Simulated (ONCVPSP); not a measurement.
# An ONCV potential for lanthanum, from input to tests

Do these settings give a usable potential? It is generated, then checked for transferability, scattering, ghosts and hardness.

The numbers are computed with ONCVPSP 4.0.1.1 (patched build) (PBE, scalar-relativistic, spin-unpolarised reference atom).

### Step 1. Settings

The settings as typed:

| Property | Result |
| --- | --- |
| element | lanthanum (La, Z = 57) |
| type | optimised norm-conserving Vanderbilt (ONCV) |
| frozen core | [Kr] 4d10 |
| valence charge | 11 |
| reference configuration | 5s2 5p6 5d1 6s2 |
| partial waves | 5s+6s: rc 3.05 bohr, ncon 4, nbas 7, qcut 5.2 1/bohr, 2 projectors; 5p: rc 2.90 bohr, ncon 3, nbas 7, qcut 4.6 1/bohr, 2 projectors, debl 1.1 Ha; 5d: rc 2.80 bohr, ncon 3, nbas 8, qcut 4 1/bohr, 2 projectors, debl 3.3 Ha; f scattering state at 0.24 Ha: rc 3.25 bohr, ncon 4, nbas 7, qcut 3.1 1/bohr, 3 projectors, debl 2.1 Ha |
| local potential | polynomial inside 2.50 bohr (lpopt 5, dvloc0 0 Ha) |
| core correction | not asked for |

The outer shells as boxes (Hund's rule for the drawing; the calculation is spin-unpolarised):

```
[Kr] core
4d [↑↓][↑↓][↑↓][↑↓][↑↓]
5s [↑↓]
5p [↑↓][↑↓][↑↓]
5d [↑ ][  ][  ][  ][  ]
6s [↑↓]
```

An earlier all-electron run gives the scale for the radii.

All-electron outer shells of the reference configuration (PBE, scalar-relativistic, ld1.x):

| shell | level (eV) | outermost node (bohr) | outermost maximum (bohr) |
| --- | --- | --- | --- |
| 5s | -38.92 | 0.77 | 1.41 |
| 5p | -22.40 | 0.83 | 1.58 |
| 4f | -4.35 | – | 0.75 |
| 6s | -3.68 | 1.86 | 3.84 |
| 5d | -3.09 | 0.95 | 2.21 |
| 6p | -1.35 | 2.21 | 4.93 |

### Step 2. Generating the potential

La.dat reads:

```
# ATOM AND REFERENCE CONFIGURATION
# atsym  z   nc   nv     iexc    psfile
  La 57.00    9    4        4      upf
#
#   n    l    f
    1    0    2.00
    2    0    2.00
    2    1    6.00
    3    0    2.00
    3    1    6.00
    3    2   10.00
    4    0    2.00
    4    1    6.00
    4    2   10.00
    5    0    2.00
    5    1    6.00
    5    2    1.00
    6    0    2.00
#
# PSEUDOPOTENTIAL AND OPTIMIZATION
# lmax
    3
#
#   l,   rc,      ep,       ncon, nbas, qcut
    0    3.05    0.00    4    7    5.20
    1    2.90    0.00    3    7    4.60
    2    2.80    0.00    3    8    4.00
    3    3.25    0.24    4    7    3.10
#
# LOCAL POTENTIAL
# lloc, lpopt,  rc(5),   dvloc0
    4    5    2.50    0.00
#
# VANDERBILT-KLEINMAN-BYLANDER PROJECTORs
# l, nproj, debl
    0    2    0.90
    1    2    1.10
    2    2    3.30
    3    3    2.10
#
# MODEL CORE CHARGE
# icmod, fcfact, rcfact
    0    0.00    0.00
#
# LOG DERIVATIVE ANALYSIS
# epsh1, epsh2, depsh
   -3.00    5.00    0.02
#
# OUTPUT GRID
# rlmax, drl
    6.00    0.01
#
# TEST CONFIGURATIONS
# ncnf
    4
# nvcnf
#   n    l    f
    4
    5    0    2.00
    5    1    6.00
    5    2    1.00
    6    0    1.00
#
    4
    5    0    2.00
    5    1    6.00
    5    2    1.00
    6    0    0.00
#
    4
    5    0    2.00
    5    1    6.00
    5    2    0.00
    6    0    0.00
#
    4
    5    0    2.00
    5    1    5.00
    5    2    1.00
    6    0    2.00
#
```

The run is started by

```sh
oncvpsp.x < La.dat > La.out
```

Before running it: what results should come out? Wanted: cutoffs for 1 and 0.1 mHa per electron, occupied waves; bound ghosts; GHOST(+) flags; largest test error; largest phase difference near zero energy, channels read; projector energies reset by the program.

**Answer**, as computed:

| quantity | value |
| --- | --- |
| cutoffs for 1 and 0.1 mHa per electron, occupied waves | 6.6 Ha and 8.6 Ha |
| bound ghosts | f at -78.88 eV |
| GHOST(+) flags | f at 111 eV |
| largest test error (AE − PS) | -60 meV, for 5s2 5p5 5d1 6s2 |
| largest phase difference near zero energy, channels read | 1.075 rad |
| projector energies reset by the program | f: -0.160, 1.940, 4.040 Ha |

What this shows: A bound ghost (f) makes it unfit for use: electrons can fall into a state that the atom doesn't have. The worst unpolarised test, 5s2 5p5 5d1 6s2, is off by 60 meV on 27.0 eV; by total energies transferability rates as fair. It counts as soft on the atom at that tolerance, with 6.6 Ha needed at the looser tolerance. That counts occupied waves only; other projectors can need more. Near zero energy the largest phase difference among the channels read is 1.07 rad, in the f channel. The pseudo curves have poles with no partner nearby in the atom's: f at -2.90 Ha, f at -1.86 Ha. The program also flags highly localised states, GHOST(+) (f).
